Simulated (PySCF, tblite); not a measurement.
**C₄H₁₁GeNSi: geometry, infrared bands and NMR shifts**

What infrared bands and NMR shifts should C₄H₁₁GeNSi (`C[NH][Ge@@H]1[CH]=CC[SiH2]1`) show?

Computed with tblite 0.8.0 and PySCF 2.14.0, with density-fitted response routines of our own, on a single molecule in the gas phase. Atoms are numbered from 0 throughout.

## (1) The molecule as given

18 atoms, charge 0, multiplicity 1; geometry from: force field or distance geometry start.

Bonds of the start (Å): C0–N1 1.42, N1–Ge2 1.80, Ge2–C3 1.92, C3–C4 1.29, C4–C5 1.45, C5–Si6 1.87, Si6–Ge2 2.37, C0–H7 1.11, C0–H8 1.12, C0–H9 1.11, N1–H10 1.06, Ge2–H11 1.53, C3–H12 1.12, C4–H13 1.14, C5–H14 1.14, C5–H15 1.12, Si6–H16 1.45, Si6–H17 1.44.

## (2) Geometry optimisation with GFN2-xTB

The job: settings as JSON, then the geometry in Å.

```
{"job": {"kind": "relax", "xc": "GFN2-xTB", "basis": "xTB"}, "charge": 0, "multiplicity": 1}
C     -2.748100    -0.006900     0.029900
N     -1.865100    -1.070700    -0.285000
Ge    -0.149200    -0.977300     0.242500
C      0.349200     0.450800     1.424200
C      1.509600     0.962700     1.193800
C      2.351300     0.512000     0.100800
Si     1.277000     0.041300    -1.352500
H     -2.365800     0.716900     0.783900
H     -3.703500    -0.471100     0.373500
H     -2.996800     0.516800    -0.917500
H     -2.325500    -2.018800    -0.184700
H      0.541800    -2.267800     0.701700
H     -0.329400     0.759100     2.261600
H      1.879700     1.815400     1.853800
H      2.922900    -0.429700     0.377200
H      3.121100     1.269800    -0.189400
H      1.886200    -0.946900    -2.216200
H      0.635800     1.150600    -2.003500
```

Launch:

```console
$ OMP_NUM_THREADS=1 python probes_run.py task.json out
```

This one command runs all jobs of the session in turn.

**Question.** This job is followed by: GFN2-xTB harmonic vibrations, gas phase; GIAO PBE0/pcSseg-1 NMR shielding, non-relativistic, gas phase. Predict these results of the whole session: strongest single infrared mode (GFN2-xTB); zero-point energy (GFN2-xTB); 13C shifts against TMS (PBE0/pcSseg-1); 1H shifts against TMS (PBE0/pcSseg-1, means over atoms taken as alike); 15N shifts against NH3 (PBE0/pcSseg-1); 73Ge shifts against GeMe4 (PBE0/pcSseg-1); 29Si shifts against TMS (PBE0/pcSseg-1); surface potential, 1st and 99th percentile.

The runs gave:

| quantity | value |
| --- | --- |
| strongest single infrared mode (GFN2-xTB) | 1842 cm⁻¹, 586 km/mol |
| zero-point energy (GFN2-xTB) | 84.5 kcal/mol |
| 13C shifts against TMS (PBE0/pcSseg-1) | 157.1, 142.3, 34.4, 20.4 ppm |
| 1H shifts against TMS (PBE0/pcSseg-1, means over atoms taken as alike) | 7.32, 6.64, 5.42, 3.82, 3.46, 2.66, 2.21, 2.06, -0.48 ppm |
| 15N shifts against NH3 (PBE0/pcSseg-1) | 17.1 ppm |
| 73Ge shifts against GeMe4 (PBE0/pcSseg-1) | -31 ppm |
| 29Si shifts against TMS (PBE0/pcSseg-1) | -95.2 ppm |
| surface potential, 1st and 99th percentile | -1.37 V and 1.17 V |

Over 114 steps the energy fell by 0.988 eV; of the close pairs, C4–H13 changed most, 1.140 to 1.087 Å. All 48 modes are real, so the xTB geometry is a minimum. The strongest single mode, at 1842 cm⁻¹, moves mainly H11. Unscaled tight-binding wavenumbers are off by several per cent, some by more. Its intensities can rank the bands wrongly. At PBE0/pcSseg-1: Shielding is most anisotropic at Ge2 (span 289 ppm, paramagnetic term -1396 ppm). Spin-orbit coupling is left out, which matters for shieldings and couplings at and beside the heavy atoms.
